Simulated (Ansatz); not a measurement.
# H₆OSeSi₂: up Jacob's ladder to CCSD(T)

One table from this session's results is given with a row withheld; the runs are named, their logs left out.

The runs use Ansatz 0.2.0, Gaussian basis; functionals in def2-TZVPP, the program's frozen cores in correlated methods.

Plan: PBE-D4, r2SCAN-D4, PBE0-D4, B3LYP-D4, ωB97X-V, ωB97M-V, B2PLYP; CCSD(T)/def2-TZVPP; MP2/def2-QZVPP; extrapolation to the limit.

### The geometry

An earlier PBE0-D4 in a triple-zeta def2 set relaxation fixed the geometry.

SMILES `O[SiH]([SiH3])[SeH]`, 10 atoms, charge 0, spin multiplicity 1.

Atoms are counted from 1 here; the program's logs count them from 0.

Bond lengths: O1–Si2 1.648 Å, O1–H5 0.959 Å, Si2–Si3 2.341 Å, Si2–Se4 2.287 Å, Si2–H6 1.482 Å, Si3–H7 1.490 Å, Si3–H8 1.487 Å, Si3–H9 1.488 Å, Se4–H10 1.469 Å. Angles: Si2–O1–H5 117.6°, O1–Si2–Si3 113.1°, O1–Si2–Se4 113.6°, O1–Si2–H6 104.9°, Si3–Si2–Se4 106.7°, Si3–Si2–H6 113.4°, Se4–Si2–H6 105.1°, Si2–Si3–H7 108.4°, Si2–Si3–H8 109.8°, Si2–Si3–H9 112.0°, H7–Si3–H8 108.7°, H7–Si3–H9 108.6°, H8–Si3–H9 109.3°, Si2–Se4–H10 93.3°.

As a file:

```xyz
10

O    -1.08322    1.69654   -0.72075
Si   -0.72817    0.52319    0.38054
Si    1.48004   -0.23878    0.22948
Se   -2.07192   -1.32059    0.21902
H    -1.15847    1.43470   -1.63993
H    -1.05374    1.12432    1.69510
H     1.62542   -1.01156   -1.03669
H     1.78145   -1.13763    1.37443
H     2.45664    0.88355    0.21415
H    -1.16492   -2.00482   -0.71245
```

The first run:

in.yaml

```yaml
crystal:
  periodic: [false, false, false]
  atoms:
    - {symbol: O, position_ang: [-1.083224, 1.696539, -0.720747]}
    - {symbol: Si, position_ang: [-0.728173, 0.523186, 0.380542]}
    - {symbol: Si, position_ang: [1.480038, -0.238780, 0.229485]}
    - {symbol: Se, position_ang: [-2.071915, -1.320592, 0.219025]}
    - {symbol: H, position_ang: [-1.158467, 1.434695, -1.639927]}
    - {symbol: H, position_ang: [-1.053744, 1.124316, 1.695101]}
    - {symbol: H, position_ang: [1.625419, -1.011560, -1.036695]}
    - {symbol: H, position_ang: [1.781451, -1.137633, 1.374429]}
    - {symbol: H, position_ang: [2.456636, 0.883552, 0.214145]}
    - {symbol: H, position_ang: [-1.164920, -2.004823, -0.712455]}
basis:
  gaussian: {orbitals: def2-TZVPP}
hamiltonian: {xc: pbe, dispersion: d4}
output: {forces: true, orbitals: {seedname: orbitals}}
```

Command:

```
ansatz run in.yaml --threads 4 --pin off --events-out ev --progress --plain --max-ram 10444MiB
```

Among the steps run: PBE-D4 (GGA); r2SCAN-D4 (meta-GGA); PBE0-D4 (hybrid); B3LYP-D4 (hybrid); ωB97X-V (range-separated); ωB97M-V (range-separated); B2PLYP (double hybrid); CCSD(T) in def2-TZVPP; MP2 in def2-QZVPP.

One of the session's tables, all rows but one given; the rest of the session is left out.

It belongs to the step «Atomisation energies». 

```
            method  atomisation energy (kJ/mol)
            PBE-D4                       3088.2
         r2SCAN-D4                       3097.6
           PBE0-D4                       3053.1
          B3LYP-D4                       3080.4
           ωB97X-V                       3114.9
           ωB97M-V                       3086.8
            B2PLYP                            ?
     HF/def2-TZVPP                       2237.9
    MP2/def2-TZVPP                       3024.6
   CCSD/def2-TZVPP                       2973.0
CCSD(T)/def2-TZVPP                       3013.8
           MP2/CBS                       3123.2
       CCSD(T)/CBS                       3112.4
```

**Question.** Estimate the row for B2PLYP.

As computed: atomisation energy (kJ/mol): 3039.1. In the column «atomisation energy (kJ/mol)» it lies between MP2/def2-TZVPP (3024.6) and PBE0-D4 (3053.1).

Caveats from the session: Free atoms (1 O, 2 Si, 1 Se, 6 H) were run apart at each level; the atomisation energy is their sum less the molecule, without zero-point or spin-orbit terms.
